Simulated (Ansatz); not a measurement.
CH4BNO, SMILES OB1CN1, a rigid scan of one bond angle

Computed with the Ansatz DFT code, driven from Python.

Typed at the interpreter:
```pycon
>>> import ansatz as az
>>> from ase import Atoms
>>> atoms = Atoms(["O", "B", "C", "N", "H", "H", "H", "H"], positions=[
...     [-1.3823, 1.1637, -0.7734],
...     [-0.4406, 0.2572, -0.294],
...     [0.7404, -0.1508, 0.5807],
...     [0.272, -1.1638, -0.2199],
...     [-1.0109, 1.604, -1.6053],
...     [1.7583, 0.2088, 0.2184],
...     [0.5781, -0.2482, 1.6836],
...     [-0.4227, -1.7282, 0.3541],
... ])
>>> # start the scan from a relaxed geometry
>>> first = (
...     az.Crystal.molecule_from_ase(atoms).calculation()
...     .basis(gaussian="def2-SVP")
...     .functional("pbe")
...     .relax(force_tolerance=0.02, max_steps=80)
... )
>>> atoms.positions = first.run().report["positions_ang"]
>>> rows = []
>>> for angle in [90, 100, 110, 120, 135, 150, 165, 179]:
...     bent = atoms.copy()
...     bent.set_angle(1, 0, 4, angle, indices=[4])
...     job = (
...         az.Crystal.molecule_from_ase(bent).calculation()
...         .basis(gaussian="def2-SVP")
...         .functional("pbe")
...     )
...     rows.append((angle, job.run().report["free_energy_ev"]))
...
>>> floor = min(e for _, e in rows)
>>> for angle, e in rows:
...     print(f"angle B1-O0-H4 = {angle:3d} deg   {1000 * (e - floor):9.1f} meV")
...
angle B1-O0-H4 =  90 deg       252.2 meV
angle B1-O0-H4 = 100 deg        66.1 meV
angle B1-O0-H4 = 110 deg         0.0 meV
angle B1-O0-H4 = 120 deg        31.9 meV
angle B1-O0-H4 = 135 deg       202.8 meV
angle B1-O0-H4 = 150 deg       430.2 meV
angle B1-O0-H4 = 165 deg       618.2 meV
angle B1-O0-H4 = 179 deg       696.0 meV
```

The scan is rigid, and the energies are electronic, in a modest basis. The zero is the lowest point of the grid, which needn't be the minimum. Hardware and time: 46 s on 1 thread of Arm Neoverse V1 (shared host), peak memory 0.22 GiB.
